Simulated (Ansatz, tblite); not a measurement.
**C₁₄H₁₄O: one state, many levels**

An exercise on one series of results from a longer session: the logs are not shown, and one member is left open.

Computed with Ansatz 0.2.0, Gaussian basis. Level: as each input shows.

Levels to be run: GFN1-xTB, GFN2-xTB, PBE-D4/def2-TZVP, r2SCAN-D4/def2-TZVP, PBE-D4/def2-SVP, PBE0-D4/def2-SVP, HF/STO-3G, HF/6-31G, B3LYP-D4/6-31G, MP2/def2-SVP.

4 further runs of the same task are left out: 4 that didn't finish.

## The relaxed structure

The geometry is that of the singlet, from an earlier relaxation (r2SCAN-D4/def2-SVP).

SMILES `c1ccc(CCOc2ccccc2)cc1`, 29 atoms, charge 0, spin multiplicity 1.

Bond lengths: C1–C2 1.398 Å, C1–C15 1.398 Å, C1–H16 1.094 Å, C2–C3 1.398 Å, C2–H17 1.094 Å, C3–C4 1.404 Å, C3–H18 1.096 Å, C4–C5 1.507 Å, C4–C14 1.404 Å, C5–C6 1.523 Å, C5–H19 1.102 Å, C5–H20 1.102 Å, C6–O7 1.415 Å, C6–H21 1.108 Å, C6–H22 1.108 Å, O7–C8 1.357 Å, C8–C9 1.406 Å, C8–C13 1.404 Å and more. Angles: C2–C1–C15 119.6°, C2–C1–H16 120.2°, C15–C1–H16 120.2°, C1–C2–C3 120.1°, C1–C2–H17 120.1°, C3–C2–H17 119.8°, C2–C3–C4 120.8°, C2–C3–H18 119.8°, C4–C3–H18 119.3°, C3–C4–C5 120.7°, C3–C4–C14 118.5°, C5–C4–C14 120.7°, C4–C5–C6 111.4°, C4–C5–H19 110.8°, C4–C5–H20 110.8°, C6–C5–H19 108.3°, C6–C5–H20 108.3°, H19–C5–H20 107.2° and more.

PBE0-D4/def2-TZVP was run before; its log isn't repeated, and its numbers join the tables.

Set-up of the first run:

Tight binding, by tblite at 300 K electronic temperature and without a spin-polarisation term:

```python
tblite.interface.Calculator('GFN1-xTB', numbers, positions, charge=0, uhf=0).singlepoint()
```

Tight binding, by tblite at 300 K electronic temperature and without a spin-polarisation term:

```python
tblite.interface.Calculator('GFN2-xTB', numbers, positions, charge=0, uhf=0).singlepoint()
```

start.molden holds the orbitals of an earlier run on this state, given as this run's starting guess.

Contents of in.yaml:

```yaml
crystal:
  periodic: [false, false, false]
  atoms:
    - {symbol: C, position_ang: [-4.738106, 1.236342, 0.207344]}
    - {symbol: C, position_ang: [-4.256926, 0.663833, -0.974142]}
    - {symbol: C, position_ang: [-3.109110, -0.133159, -0.950179]}
    - {symbol: C, position_ang: [-2.423894, -0.372702, 0.251762]}
    - {symbol: C, position_ang: [-1.157225, -1.188544, 0.266672]}
    - {symbol: C, position_ang: [0.068673, -0.314547, 0.038537]}
    - {symbol: O, position_ang: [1.206797, -1.155413, 0.068737]}
    - {symbol: C, position_ang: [2.433015, -0.601612, -0.111536]}
    - {symbol: C, position_ang: [3.520946, -1.491274, -0.069528]}
    - {symbol: C, position_ang: [4.817585, -1.015160, -0.243619]}
    - {symbol: C, position_ang: [5.052953, 0.349352, -0.461904]}
    - {symbol: C, position_ang: [3.969694, 1.227924, -0.503217]}
    - {symbol: C, position_ang: [2.658409, 0.766960, -0.329215]}
    - {symbol: C, position_ang: [-2.913597, 0.213732, 1.429840]}
    - {symbol: C, position_ang: [-4.061105, 1.011270, 1.409944]}
    - {symbol: H, position_ang: [-5.639876, 1.855617, 0.191241]}
    - {symbol: H, position_ang: [-4.783987, 0.830906, -1.918457]}
    - {symbol: H, position_ang: [-2.742889, -0.589517, -1.876606]}
    - {symbol: H, position_ang: [-1.181653, -1.962545, -0.517947]}
    - {symbol: H, position_ang: [-1.037759, -1.707072, 1.232156]}
    - {symbol: H, position_ang: [0.138846, 0.463411, 0.824290]}
    - {symbol: H, position_ang: [-0.004875, 0.205541, -0.936994]}
    - {symbol: H, position_ang: [3.315975, -2.551369, 0.101719]}
    - {symbol: H, position_ang: [5.656177, -1.717478, -0.209397]}
    - {symbol: H, position_ang: [6.072274, 0.720520, -0.598301]}
    - {symbol: H, position_ang: [4.137485, 2.296228, -0.671765]}
    - {symbol: H, position_ang: [1.829045, 1.475744, -0.365563]}
    - {symbol: H, position_ang: [-2.393077, 0.030983, 2.376564]}
    - {symbol: H, position_ang: [-4.433804, 1.452059, 2.339583]}
basis:
  gaussian: {orbitals: def2-TZVP, initial_orbitals: start.molden}
hamiltonian: {xc: pbe, dispersion: d4}
scf: {omitted_lower_state_checks: [starts]}
output: {orbitals: {seedname: orbitals}}
```

On the command line:

```console
ansatz run in.yaml --threads 4 --pin off --events-out ev --progress --plain --max-ram 6963MiB
```

Among the steps run: PBE-D4/def2-TZVP; r2SCAN-D4/def2-TZVP; PBE-D4/def2-SVP; PBE0-D4/def2-SVP; HF/STO-3G; HF/6-31G; B3LYP-D4/6-31G; MP2/def2-SVP.

One table of the session follows, with a row left open; its other results are not shown here.

It belongs to the step «Binding energy». 

| level | binding an atom (eV) |
| --- | --- |
| HF/STO-3G | ? |
| HF/6-31G | 3.462 |
| HF/def2-SVP | 3.728 |
| PBE-D4/def2-SVP | 5.189 |
| PBE-D4/def2-TZVP | 5.116 |
| r2SCAN-D4/def2-TZVP | 4.969 |
| B3LYP-D4/6-31G | 4.847 |
| PBE0-D4/def2-SVP | 5.090 |
| PBE0-D4/def2-TZVP | 5.015 |
| MP2/def2-SVP | 4.868 |

Q: Estimate the row for HF/STO-3G from the others.

The run gave: binding an atom (eV): 4.245. In the column «binding an atom (eV)» it lies between HF/def2-SVP (3.728) and B3LYP-D4/6-31G (4.847).

Caveats from the session: Free atoms were run apart at each level; binding is atoms less cluster, divided by the number of atoms, without zero-point or spin-orbit terms.
